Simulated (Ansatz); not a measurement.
## FI: a ladder of methods at one geometry

Run with Ansatz's Python interface.

Script `methods.py`:
```python
"""FI at several levels of theory."""

import ansatz as az

GEOMETRY = """
I     0.00000    0.00000    0.00000
F     0.00000    0.00000    1.92500
"""

mol = az.Crystal.molecule()
for line in GEOMETRY.strip().splitlines():
    symbol, *xyz = line.split()
    mol = mol.atom(symbol, [float(v) for v in xyz])

model = (
    mol.calculation()
    .basis(gaussian="def2-SVP")
    .scf(lower_state_search="light")  # control of the self-consistency loop
)

methods = ["mp2", "ccsd", "ccsd_t", "bccd_t"]
reports = [model.correlation(m).run(threads=1).report for m in methods]
print(f"Hartree-Fock reference {reports[0]['reference_energy_ev'] / 27.211386246:.6f} Ha")
best = reports[-1]["free_energy_ev"] - reports[-1]["reference_energy_ev"]
for method, each in zip(methods, reports):
    gained = each["free_energy_ev"] - each["reference_energy_ev"]
    print(f"{method:8s} total {each['free_energy_ev'] / 27.211386246:.6f} Ha  correlation {gained:9.4f} eV  ({100 * gained / best:.1f} % of the last)")
```

Output of `python methods.py`:
```text
Hartree-Fock reference -395.951963 Ha
mp2      total -396.258741 Ha  correlation   -8.3479 eV  (94.7 % of the last)
ccsd     total -396.269914 Ha  correlation   -8.6519 eV  (98.1 % of the last)
ccsd_t   total -396.275996 Ha  correlation   -8.8174 eV  (100.0 % of the last)
bccd_t   total -396.276052 Ha  correlation   -8.8189 eV  (100.0 % of the last)
```

Reading the output:
- These settings explore the input space; basis and method may be short of convergence.
- The geometry is a force-field or estimated start, not a minimum of this method, and the basis set is short of its limit. A lower total doesn't mark the better method: functionals have no common bound, and MP2 and coupled cluster aren't variational.
- def2 sets replace the cores of elements past krypton by effective core potentials.
- Inner cores stay frozen; a filled d shell under the valence of the heavier atoms is correlated with it.
- The spin state was assumed, and another may lie lower.
- Run time: 2.1 s on 1 thread of Intel(R) Xeon(R) 6975P-C (Granite Rapids) (shared host), peak memory 0.17 GiB.

(Lines on the test bed's own set-up are left out of the output.)
